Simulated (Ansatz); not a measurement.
Predict the output of the script below (the Python package of Ansatz (0.2.0)).

Script `relaxed_scan.py`:
```python
"""One bond of GeH4OTe held at set lengths while the rest relaxes."""

import ansatz as az
import numpy as np

geometry_ang = [
    ("O", (-1.3407, -0.4564, -0.8158)),
    ("Ge", (-0.1567, 0.6936, -0.162)),
    ("Te", (2.0648, -0.5192, -0.0379)),
    ("H", (-1.3279, -1.1652, -0.202)),
    ("H", (-0.0146, 1.9271, -1.1017)),
    ("H", (-0.5796, 1.1685, 1.2562)),
    ("H", (1.416, -1.7163, 1.0175)),
]
system = az.Crystal.molecule()
for symbol, xyz in geometry_ang:
    system = system.atom(symbol, xyz)

setup = (
    system.calculation()
    .basis(gaussian="def2-SVP")
    .functional("PBE0", dispersion="d4")
)
symbols = [site.symbol for site in system.cartesian_sites]
pairs = [(0, 1), (0, 3), (1, 2), (1, 4), (1, 5), (2, 6)]
print("held (A)   E (eV)        ", "  ".join(f"{symbols[i]}{i}-{symbols[j]}{j}" for i, j in pairs))
for length in [1.63, 1.78, 1.92, 2.13, 2.4]:
    rep = setup.relax(constraints=[az.DistanceConstraint((0, 1), at=length)], force_tolerance=0.02, max_steps=60).run(threads=1, backend="cpu").report
    xyz = np.array(rep["positions_ang"])
    print(f"{length:6.2f} {rep['free_energy_ev']:14.5f}  ", "  ".join(f"{np.linalg.norm(xyz[i] - xyz[j]):.3f}" for i, j in pairs))
```

Running `python relaxed_scan.py` prints:
```text
held (A)   E (eV)         O0-Ge1  O0-H3  Ge1-Te2  Ge1-H4  Ge1-H5  Te2-H6
DeckWarning: relax.constraints: the input's atoms, or those drawn, lie off the distances that are held; a relaxation that starts there is brought onto them ahead of its first SCF, by positions alone, an atom by 7.27e-2 Å at the most. With the symmetry [...]
  1.63   -65906.41977   1.630  0.961  2.581  1.535  1.545  1.665
  1.78   -65906.78016   1.780  0.964  2.566  1.532  1.541  1.665
  1.92   -65906.58824   1.920  0.966  2.555  1.531  1.537  1.665
  2.13   -65905.92248   2.130  0.968  2.541  1.536  1.531  1.664
  2.40   -65904.89561   2.400  0.969  2.529  1.533  1.531  1.664
```
(Warnings from the package without file and line, shortened, repeats left out.)

Total energies depend on the basis set; only differences at equal settings carry meaning. The energies are electronic: no zero-point or thermal terms, and the basis set is short of its limit. def2 sets replace the cores of elements past krypton by effective core potentials. Timing: 6 min on 1 thread of Arm Neoverse V2, on a shared host, peak memory 0.3 GiB.
